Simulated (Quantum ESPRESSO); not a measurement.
The system is CuF2.

```
Cu F
1.0
     1.51335    0.87373    4.57543
    -1.51335    0.87373    4.57543
     0.00000   -1.74747    4.57543
Cu F
1 2
Direct
  0.00000 0.00000 0.00000
  0.25200 0.25200 0.25200
  0.74800 0.74800 0.74800
```

The cell was built by a generator and needn't be a form met in nature.

Base run:

* Program: Quantum ESPRESSO 7.5
* Functional: LDA
* Potentials or basis: GBRV 1.5 LDA
* Cutoff: 762 eV
* Density cutoff: 6095 eV
* k mesh: 7 × 7 × 7
* Occupations: gaussian, width 0.05 eV
* Spin: collinear spin, ferromagnetic start
* Starting moments: [1.0, 0.0, 0.0] μB
* Hubbard terms: Cu d U = 8 eV

Its results: band gap on the k mesh none (metal or under the smearing width); pressure -9.0 GPa; net moment 1.00 μB per cell; site moments Cu +0.63; F +0.19 μB; largest force 1.253 eV/Å.

Q: The run is repeated on the same cell with these changes: hubbard terms from Cu d U = 8 eV to Cu d U = 4 eV. What comes out?

A: Band gap on the k mesh none (metal or under the smearing width); pressure -9.9 GPa; net moment 1.00 μB per cell; site moments Cu +0.67; F +0.17 μB; largest force 1.312 eV/Å.

Caveats: a cell with one magnetic atom can't hold antiferromagnetic order, which such compounds often take; forces of over 1 eV/Å show positions far from the minimum, so gaps and moduli don't describe the material at rest.
